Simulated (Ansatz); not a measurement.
This script drives the Python package of Ansatz (0.2.0).

The script, `csmg7.py`:
```python
import warnings

import ansatz as az
import numpy as np

xtal = (
    az.Lattice.from_parameters(7.01544, 7.01544, 5.445853, alpha=90.0, beta=90.0, gamma=120.0)
    .atom('Cs', [0.0, 0.0, 0.0])
    .atom('Mg', [0.007307, 0.5036535, 0.0])
    .atom('Mg', [0.4963465, 0.5036535, 0.0])
    .atom('Mg', [0.4963465, 0.992693, 0.0])
    .atom('Mg', [0.183957, 0.367914, 0.5])
    .atom('Mg', [0.183957, 0.816043, 0.5])
    .atom('Mg', [0.632086, 0.816043, 0.5])
    .atom('Mg', [2 / 3, 1 / 3, 0.5])
)

base = (
    xtal.calculation()
    .kpoints(length=24)
    .functional('PBE')
    .occupations('fermi_dirac')
    .scf(extra_bands=22)
    .density_of_states(projected=True, energy_step=0.05)
)
with warnings.catch_warnings(record=True) as caught:
    warnings.simplefilter('always')
    out = base.run(threads=1, backend='cpu')
print('warnings raised:', sorted(w.category.__name__ for w in caught) or 'none')
r = out.report

dos = out.density_of_states()
energy = np.asarray(dos.energies_ev) - dos.fermi_ev
curves = {}
for site in out.projected_density_of_states().sites:
    for shell in site.shells:
        weight = sum(np.sum(curve.g_bin_mean_per_ev, axis=0) for curve in shell.curves)
        name = f'{site.species} {shell.label}'
        curves[name] = curves.get(name, 0) + weight

print('E-EF   ' + ' '.join(f'{name:>8s}' for name in curves))
for e in np.arange(-10, 4 + 0.1, 1.0):
    print(f'{e:5.1f}  ' + ' '.join(f'{np.interp(e, energy, g):8.3f}' for g in curves.values()))
```

It is started by `python csmg7.py`. Estimate its wall time and peak memory on 1 thread of Arm Neoverse V2, on a shared host.

It took about 15 s, with a peak of 0.51 GiB, for 1 run of the engine.

`python csmg7.py` gives:
```text
warnings raised: ['DeckWarning']
E-EF      Cs 5S    Cs 6S    Cs 5P    Mg 2S    Mg 3S    Mg 2P
-10.0     0.000    0.000    0.000    0.000    0.000    0.000
 -9.0     0.000    0.000    0.000    0.000    0.000    0.000
 -8.0     0.000    0.000    0.000    0.000    0.000    0.000
 -7.0     0.000    0.000    0.000    0.000    0.000    0.000
 -6.0     0.000    0.000    0.000    0.000    0.000    0.000
 -5.0     0.013    0.135    0.046    0.003    1.049    0.000
 -4.0     0.006    0.117    0.044    0.001    1.751    0.000
 -3.0     0.007    0.264    0.035    0.001    1.578    0.000
 -2.0     0.001    0.264    0.064    0.002    2.677    0.000
 -1.0     0.001    0.230    0.030    0.002    2.090    0.000
  0.0     0.006    0.378    0.020    0.003    1.327    0.000
  1.0     0.004    0.174    0.009    0.002    0.850    0.000
  2.0     0.004    0.096    0.005    0.001    0.451    0.000
  3.0     0.004    0.122    0.002    0.001    0.474    0.000
  4.0     0.003    0.087    0.004    0.001    0.351    0.000
```

The mesh is modest for a metal, so energies can be off by several to tens of meV an atom and pressures by half a GPa or more; differences at equal mesh fare better. The empty d shell of the heavier alkali and alkaline-earth atoms, which makes much of a conduction band, may have no channel. The structure comes from a database of computed cells and needn't be a stable or known phase. Curves are summed over the cell's atoms. Only shells that the potentials hold have channels, so projections don't add up to the total, least of all where a shell is missing (p of most metals); heights and places of peaks move with the mesh. The computed bands are complete only to about 7.1 eV above the Fermi level; beyond that the density of states is undercounted.
